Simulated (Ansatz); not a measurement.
# CN4O2: the cost of one run

Computed with Ansatz 0.2.0 (the levels named in each step, unless a step's input says otherwise).

### Step 1. The system as given

Bond lengths: N1–N2 1.097 Å, N3–N4 1.097 Å, O5–C6 1.144 Å, C6–O7 1.144 Å. Angles: O5–C6–O7 179.3°.

Coordinates:

```xyz
7

N    -0.0019    0.3402    2.0483
N     0.2518    0.0322    3.0706
N     0.2176   -1.6410   -1.2534
N     0.5513   -2.6707   -1.4340
O     0.8063    1.4265   -0.7917
C    -0.3231    1.2439   -0.7801
O    -1.4541    1.0741   -0.7752
```

### Step 2. A rough first relaxation, PBE-D4/def2-SVP

This run stands in another session on the same molecule. It ended at:

```xyz
7

N    -0.0853    0.0916    1.8988
N     0.4806   -0.4348    2.6977
N     0.1158   -1.6344   -0.9931
N     0.7183   -2.5512   -0.8143
O     0.7779    1.4902   -0.8401
C    -0.3942    1.4416   -0.8997
O    -1.5652    1.4022   -0.9647
```

### Step 3. Relaxation, B2PLYP/def2-TZVPP

input.yaml

```yaml
crystal:
  periodic: [false, false, false]
  atoms:
    - { symbol: "N", position_ang: [-0.08527263, 0.09155208, 1.8988077] }
    - { symbol: "N", position_ang: [0.48057146, -0.43481159, 2.69768936] }
    - { symbol: "N", position_ang: [0.11583201, -1.63437936, -0.9931195] }
    - { symbol: "N", position_ang: [0.71827937, -2.55117206, -0.81432457] }
    - { symbol: O, position_ang: [0.77793743, 1.49020379, -0.84005695] }
    - { symbol: C, position_ang: [-0.39423324, 1.44155838, -0.89971251] }
    - { symbol: O, position_ang: [-1.5651844, 1.40223876, -0.96469352] }
basis:
  gaussian: { orbitals: def2-TZVPP }
hamiltonian:
  xc: { name: B2PLYP }
relax:
  f_tol: 0.002
  max_steps: 150
```

On the command line:

```
$ ansatz run input.yaml --threads 4 --pin off --max-ram 10240MiB --backend cpu --events-out ev --progress --plain --runs-dir out
```

Q: Estimate wall time and peak memory on 4 threads of Intel Xeon at 2.50GHz (Skylake/Cascade Lake), shared host.

About 18 min, with a peak of 0.78 GiB.
